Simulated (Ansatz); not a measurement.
# CH5FO2Sn: a ladder of functionals and wavefunction methods

An exercise on one series of results from a longer session: the logs are not shown, and one member is left open.

The runs use Ansatz 0.2.0, Gaussian basis; functionals in def2-TZVPP, the program's frozen cores in correlated methods.

The runs, in order: LDA (SPW92), PBE-D4, revPBE-D4, BLYP-D4, r2SCAN-D4, B97M-V, PBE0-D4, B3LYP-D4, r2SCANh-D4, r2SCAN0-D4, HSE06-D4, BHLYP-D4, CAM-B3LYP-D4, LC-ωPBE, ωB97X-V, ωB97M-V, B2PLYP, PBE-QIDH; CCSD(T)/def2-SVP; CCSD(T)/def2-TZVPP; MP2/def2-QZVPP; extrapolation to the limit; RPA on PBE.

### The geometry

The geometry comes from an earlier relaxation with PBE0-D4 in a triple-zeta def2 set; it is a stationary point, not always the lowest conformer. Sn takes the def2 core potential; no spin-orbit term is included.

SMILES `[CH3][Sn]([OH])([OH])[F]`, 10 atoms, charge 0, spin multiplicity 1.

Atoms are counted from 1 here; the program's logs count them from 0.

Bond lengths: C1–Sn2 2.105 Å, C1–H6 1.089 Å, C1–H7 1.089 Å, C1–H8 1.089 Å, Sn2–O3 1.944 Å, Sn2–O4 1.950 Å, Sn2–F5 1.924 Å, O3–H9 0.961 Å, O4–H10 0.961 Å. Angles: Sn2–C1–H6 108.7°, Sn2–C1–H7 108.8°, Sn2–C1–H8 109.0°, H6–C1–H7 110.2°, H6–C1–H8 110.1°, H7–C1–H8 110.0°, C1–Sn2–O3 110.5°, C1–Sn2–O4 116.8°, C1–Sn2–F5 111.5°, O3–Sn2–O4 108.5°, O3–Sn2–F5 107.1°, O4–Sn2–F5 101.7°, Sn2–O3–H9 113.5°, Sn2–O4–H10 111.8°.

As a file:

```xyz
10
charge 0, multiplicity 1
C    -1.5248   -0.4342   -0.5895
Sn    0.3171    0.2205    0.1916
O     0.6663   -0.6236    1.9080
O     1.8864   -0.0102   -0.9431
F     0.3232    2.1225    0.4840
H    -2.1019   -0.8915    0.2126
H    -2.0593    0.4235   -0.9948
H    -1.3378   -1.1622   -1.3775
H     1.5729   -0.5188    2.2081
H     2.3410    0.8228   -1.0965
```

Set-up of the first run:

File in.yaml:

```yaml
crystal:
  periodic: [false, false, false]
  atoms:
    - {symbol: C, position_ang: [-1.524836, -0.434195, -0.589459]}
    - {symbol: Sn, position_ang: [0.317107, 0.220472, 0.191586]}
    - {symbol: O, position_ang: [0.666274, -0.623555, 1.907951]}
    - {symbol: O, position_ang: [1.886417, -0.010247, -0.943091]}
    - {symbol: F, position_ang: [0.323245, 2.122462, 0.483959]}
    - {symbol: H, position_ang: [-2.101930, -0.891536, 0.212624]}
    - {symbol: H, position_ang: [-2.059293, 0.423498, -0.994811]}
    - {symbol: H, position_ang: [-1.337840, -1.162180, -1.377502]}
    - {symbol: H, position_ang: [1.572929, -0.518828, 2.208120]}
    - {symbol: H, position_ang: [2.341027, 0.822810, -1.096478]}
basis:
  gaussian: {orbitals: def2-TZVPP}
hamiltonian: {xc: lda}
output: {orbitals: {seedname: orbitals}}
```

Started as:

```bash
$ ansatz run in.yaml --threads 4 --pin off --events-out ev --progress --plain --max-ram 10444MiB
```

Steps of the session up to this table: LDA; PBE-D4 (GGA); revPBE-D4 (GGA); BLYP-D4 (GGA); r2SCAN-D4 (meta-GGA); B97M-V (meta-GGA); PBE0-D4 (hybrid); B3LYP-D4 (hybrid); r2SCANh-D4 (hybrid); r2SCAN0-D4 (hybrid); HSE06-D4 (hybrid); BHLYP-D4 (hybrid); CAM-B3LYP-D4 (range-separated); LC-ωPBE (range-separated); ωB97X-V (range-separated); ωB97M-V (range-separated); B2PLYP (double hybrid); PBE-QIDH (double hybrid).

One table of the session follows, with a row left open; its other results are not shown here.

It belongs to the step «Orbital energies across the functionals». 

```
  functional  HOMO (eV)  gap (eV)
 LDA (SPW92)      -7.34      5.04
      PBE-D4      -7.12      5.12
   revPBE-D4      -7.04      5.17
     BLYP-D4      -7.02      5.02
   r2SCAN-D4      -7.50      5.83
      B97M-V      -7.58      5.79
     PBE0-D4      -8.80      7.78
    B3LYP-D4      -8.53      7.14
  r2SCANh-D4      -8.13      6.80
  r2SCAN0-D4      -9.07      8.26
    HSE06-D4      -8.39      7.00
    BHLYP-D4     -10.35     10.20
CAM-B3LYP-D4     -10.28     10.18
     LC-ωPBE          ?         ?
     ωB97X-V     -11.28     12.36
     ωB97M-V     -11.20     12.05
```

**Question.** Estimate the row for LC-ωPBE.

The run gave: HOMO (eV): -11.64; gap (eV): 12.93. In the column «HOMO (eV)» it is the lowest.
